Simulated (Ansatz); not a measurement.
# CH6SiSn: small, medium and large basis sets

One table from this session's results is given with a row withheld; the runs are named, their logs left out.

Method: one geometry, several basis sets; program: Ansatz 0.2.0, Gaussian basis.

Plan: PBE0-D4/def2-SVP; ωB97M-V/def2-SVP; PBE0-D4/def2-QZVPP; ωB97M-V/def2-QZVPP; the functionals' def2-TZVPP values are taken from earlier runs.

2 further runs of the same task are left out: 2 for a known fault of the program.

**The relaxed structure**

All runs share one geometry, relaxed beforehand with PBE0-D4 in a triple-zeta def2 set. Sn takes the def2 core potential; no spin-orbit term is included.

SMILES `[CH2]1[SiH2][SnH2]1`, 9 atoms, charge 0, spin multiplicity 1.

Atoms are counted from 1 here; the program's logs count them from 0.

Bond lengths: C1–Si2 1.867 Å, C1–Sn3 2.224 Å, C1–H4 1.087 Å, C1–H5 1.087 Å, Si2–Sn3 2.471 Å, Si2–H6 1.483 Å, Si2–H7 1.483 Å, Sn3–H8 1.697 Å, Sn3–H9 1.697 Å. Angles: Si2–C1–Sn3 73.7°, Si2–C1–H4 117.8°, Si2–C1–H5 117.7°, Sn3–C1–H4 115.4°, Sn3–C1–H5 115.3°, H4–C1–H5 112.0°, C1–Si2–Sn3 59.8°, C1–Si2–H6 117.6°, C1–Si2–H7 117.5°, Sn3–Si2–H6 120.2°, Sn3–Si2–H7 120.1°, H6–Si2–H7 112.2°, C1–Sn3–Si2 46.5°, C1–Sn3–H8 112.2°, C1–Sn3–H9 112.2°, Si2–Sn3–H8 123.3°, Si2–Sn3–H9 123.4°, H8–Sn3–H9 113.4°.

Set-up of the first run:

Input file in.yaml:

```yaml
crystal:
  periodic: [false, false, false]
  atoms:
    - {symbol: C, position_ang: [-0.774686, 0.089128, -0.686908]}
    - {symbol: Si, position_ang: [0.857940, 0.931340, -0.355899]}
    - {symbol: Sn, position_ang: [0.114619, -0.945703, 1.068835]}
    - {symbol: H, position_ang: [-0.860542, -0.512293, -1.588441]}
    - {symbol: H, position_ang: [-1.683734, 0.649703, -0.483777]}
    - {symbol: H, position_ang: [0.822204, 2.320684, 0.161890]}
    - {symbol: H, position_ang: [1.946048, 0.729965, -1.343388]}
    - {symbol: H, position_ang: [0.482664, -2.569020, 0.737648]}
    - {symbol: H, position_ang: [-0.816014, -0.739904, 2.473042]}
basis:
  gaussian: {orbitals: def2-SVP}
hamiltonian: {xc: pbe0, dispersion: d4}
output: {orbitals: {seedname: orbitals}}
```

Command:

```console
ansatz run in.yaml --threads 2 --pin off --events-out ev --progress --plain --max-ram 4352MiB
```

Steps of the session up to this table: PBE0-D4 in def2-SVP; ωB97M-V in def2-SVP; PBE0-D4 in def2-QZVPP; ωB97M-V in def2-QZVPP.

One table of the session follows, with a row left open; its other results are not shown here.

```
functional       basis  HOMO (eV)
   PBE0-D4    def2-SVP      -6.20
   PBE0-D4  def2-TZVPP      -6.23
   PBE0-D4  def2-QZVPP          ?
   ωB97M-V    def2-SVP      -8.12
   ωB97M-V  def2-TZVPP      -8.19
   ωB97M-V  def2-QZVPP      -8.19
```

**Question.** Estimate the row for PBE0-D4, def2-QZVPP.

**Answer.** HOMO (eV): -6.24. In the column «HOMO (eV)» it lies between ωB97M-V, def2-SVP (-8.12) and PBE0-D4, def2-TZVPP (-6.23).
